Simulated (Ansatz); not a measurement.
BrCa, a ladder of methods at one geometry

With the Python package of Ansatz (0.2.0).

Contents of `brca.xyz`:
```text
2

Ca    0.00000    0.00000    0.00000
Br    0.00000    0.00000    2.70500
```

Typed at the interpreter:
```pycon
>>> import ansatz as az
>>> BASIS = "def2-SVP"
>>> system = az.Crystal.molecule_from_extxyz("brca.xyz")
>>> model = (
...     system.calculation()
...     .basis(gaussian=BASIS)
...     .spin("collinear", total=1)
... )
>>> methods = ["mp2", "ccsd", "ccsd_t", "bccd_t"]
>>> reports = [model.correlation(m).run(threads=1, backend="cpu").report for m in methods]
>>> print(f"Hartree-Fock reference {reports[0]['reference_energy_ev'] / 27.211386246:.6f} Ha")
Hartree-Fock reference -3248.862948 Ha
>>> best = reports[-1]["free_energy_ev"] - reports[-1]["reference_energy_ev"]
>>> for method, each in zip(methods, reports):
...     gained = each["free_energy_ev"] - each["reference_energy_ev"]
...     print(f"{method:8s} total {each['free_energy_ev'] / 27.211386246:.6f} Ha  correlation {gained:9.4f} eV  ({100 * gained / best:.1f} % of the last)")
...
mp2      total -3249.199455 Ha  correlation   -9.1568 eV  (95.2 % of the last)
ccsd     total -3249.210541 Ha  correlation   -9.4585 eV  (98.4 % of the last)
ccsd_t   total -3249.216157 Ha  correlation   -9.6113 eV  (100.0 % of the last)
bccd_t   total -3249.216237 Ha  correlation   -9.6135 eV  (100.0 % of the last)
```

What to keep in mind:
- These settings explore the input space; basis and method may be short of convergence.
- The geometry is a force-field or estimated start, not a minimum of this method, and the basis set is short of its limit. A lower total doesn't mark the better method: functionals have no common bound, and MP2 and coupled cluster aren't variational.
- The species is open-shell (spin multiplicity 2).
- Inner cores stay frozen; a filled d shell under the valence of the heavier atoms is correlated with it.
- The spin state was assumed, and another may lie lower.
- Wall time of the script: 12 s on 1 thread of Intel(R) Xeon(R) 6975P-C (Granite Rapids), on a shared host, peak memory 0.25 GiB.
